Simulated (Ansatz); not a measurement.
## Cs2KPbF6, space group Fm-3m: a single point, step by step

With the Python package of Ansatz (0.2.0).

Contents of `cs2kpbf6.extxyz`:
```text
10
Lattice="0.0 4.863519 4.863519 4.863519 0.0 4.863519 4.863519 4.863519 0.0" Properties=species:S:1:pos:R:3 pbc="T T T"
K     4.86351900    4.86351900    4.86351900
Cs    2.43175950    2.43175950    2.43175950
Cs    7.29527850    7.29527850    7.29527850
Pb    0.00000000    0.00000000    0.00000000
F     7.45579408    4.86351900    4.86351900
F     4.86351900    2.27124392    4.86351900
F     4.86351900    7.45579408    4.86351900
F     4.86351900    4.86351900    7.45579408
F     4.86351900    4.86351900    2.27124392
F     2.27124392    4.86351900    4.86351900
```

The cells in order, each with its output:

**Cell 1**
```python
import warnings

import ansatz as az
import matplotlib.pyplot as plt
import numpy as np
from pymatgen.core import Structure
from scipy.ndimage import map_coordinates
```

**Cell 2**
```python
warnings.simplefilter("ignore", az.DeckWarning)
```

**Cell 3**
```python
crystal = az.Crystal.from_extxyz("cs2kpbf6.extxyz")
```

**Cell 4**
```python
len(crystal.resolved().sites)
```
Output:
```text
10
```

**Cell 5**
```python
# functional, basis and sampling
job = (
    crystal.calculation()
    .occupations("Fermi-Dirac", width=0.15)
    .functional("r2scan")
    .kpoints(4, 4, 4, center="gamma")
    .density_of_states(energy_step=0.05, projected=True)  # states per eV and cell
    .density()
)
def show(event):
    row = event["data"]
    if event["event"] == "scf_iter" and row.get("harris_foulkes_ev") is not None:
        print(f"  iteration {row['iter']:3d}  Harris-Foulkes {row['harris_foulkes_ev']:.5f} eV  residual {row['dr2_ev']:.2e}")
```

**Cell 6**
```python
res = job.session().plan().execute(on_event=show)
report = res.report
```
Output:
```text
  iteration   1  Harris-Foulkes -29703.29795 eV  residual 1.36e-01
  iteration   2  Harris-Foulkes -29703.44902 eV  residual 4.22e-02
  iteration   3  Harris-Foulkes -29703.43408 eV  residual 1.46e-02
  iteration   4  Harris-Foulkes -29703.43151 eV  residual 4.71e-03
  iteration   5  Harris-Foulkes -29703.43056 eV  residual 1.14e-03
  iteration   6  Harris-Foulkes -29703.43025 eV  residual 1.81e-05
  iteration   7  Harris-Foulkes -29703.43017 eV  residual 4.08e-07
  iteration   8  Harris-Foulkes -29703.43017 eV  residual 3.77e-08
```

**Cell 7**
```python
report["mixing_algorithm"], report["preconditioner"], report["eigensolver"]
```
Output:
```text
('MSR1', 'LDOS', 'band_cg')
```

**Cell 8**
```python
print("%-22s %14.5f eV" % ("F = E - TS", report["free_energy_ev"]))
print("%-22s %14.5f eV" % ("E", report["internal_energy_ev"]))
print("%-22s %14.5f eV" % ("Harris-Foulkes", report["harris_foulkes_ev"]))
print("%-22s %14.5f eV" % ("Fermi level", report["fermi_energy_ev"]))
```
Output:
```text
F = E - TS               -29703.43017 eV
E                        -29703.22828 eV
Harris-Foulkes           -29703.43017 eV
Fermi level                   3.64337 eV
```

**Cell 9**
```python
dos = res.density_of_states()
energy = np.asarray(dos.energies_ev) - dos.fermi_ev
projected = res.projected_density_of_states()
fig, ax = plt.subplots(figsize=(5, 3.4))
for name in sorted({site.species for site in projected.sites}):
    curve = sum(np.sum(part.g_bin_mean_per_ev, axis=0) for site in projected.sites if site.species == name for shell in site.shells for part in shell.curves)
    ax.plot(energy, curve, label=name)
    window = (energy > -4) & (energy <= 0)
    print(f"{name}: {curve[window].sum() * (energy[1] - energy[0]):.3f} projected states in the 4 eV under E_F")
ax.set(xlim=(-8, 6), xlabel="E - E_F (eV)", ylabel="states/eV")
ax.legend()
fig.savefig("pdos.png", dpi=100)

final = Structure(res.lattice.cell_ang, [s.symbol for s in res.lattice.sites], [s.position_frac for s in res.lattice.sites])
# smooth valence density along the shortest bond of atom 0
rho = res.density()
total = sum(channel.density_e_per_ang3 for channel in rho.channels[:2])
grid_cell = np.asarray(rho.fft_grid_basis) @ res.lattice.cell_ang
partner = min(final.get_neighbors(final[0], 5.0), key=lambda n: n.nn_distance)
line = np.linspace(final[0].coords, partner.coords, 13)
points = (line @ np.linalg.inv(grid_cell)) * rho.dims
values = map_coordinates(total, points.T, order=3, mode="grid-wrap")
print(f"from {final[0].specie} to {partner.specie}, {partner.nn_distance:.3f} A")
for t, value in zip(np.linspace(0, partner.nn_distance, 13), values):
    print(f"{t:7.3f} A  {value:9.4f} e/A^3")
```
Output:
```text
Cs: 0.376 projected states in the 4 eV under E_F
F: 27.566 projected states in the 4 eV under E_F
K: 0.083 projected states in the 4 eV under E_F
Pb: 0.338 projected states in the 4 eV under E_F
from K to F, 2.592 A
  0.000 A     4.0164 e/A^3
  0.216 A     4.1687 e/A^3
  0.432 A     3.6313 e/A^3
  0.648 A     2.1213 e/A^3
  0.864 A     0.8596 e/A^3
  1.080 A     0.2917 e/A^3
  1.296 A     0.1355 e/A^3
  1.512 A     0.1758 e/A^3
  1.728 A     0.4639 e/A^3
  1.944 A     1.4939 e/A^3
  2.160 A     5.0001 e/A^3
  2.376 A    10.8556 e/A^3
  2.592 A    13.9601 e/A^3
```

Reading the output:
- Total energies depend on the potentials; only differences at equal settings carry meaning. A total without «per atom» is that of the cell as typed.
- The cell holds an odd number of electrons and is run without spin, so a magnetic state may lie lower.
- For a metal this k-point mesh is coarse: on a finer one energies can move by several to tens of meV an atom and pressures by half a GPa or more, differences at one mesh by less.
- An absolute Fermi energy rests on an arbitrary zero of the periodic potential and has no direct meaning.
- Projections exist only for the shells that the potentials hold, some of them semicore, and samples at single energies can miss narrow peaks.
- A Fermi-Dirac width this large means warm electrons, whose thermal share enters the free energy.
- The empty d shell of the heavier alkali and alkaline-earth atoms, which makes much of a conduction band, may have no channel.
- Spin-orbit coupling, which matters for elements this heavy, is left out.
- Densities and potentials on the grid are those of the valence electrons, and inside the cores they hang on the potentials used.
- The structure comes from a database of computed cells and needn't be a stable or known phase.
- The computed bands are complete only to about 7.7 eV above the Fermi level; beyond that the density of states is undercounted.
- Run time: 5.7 s on 1 thread of AMD EPYC 9R05 (Zen 5) (shared host), peak memory 1.1 GiB.

(Lines on the test bed's own set-up are left out of the output.)
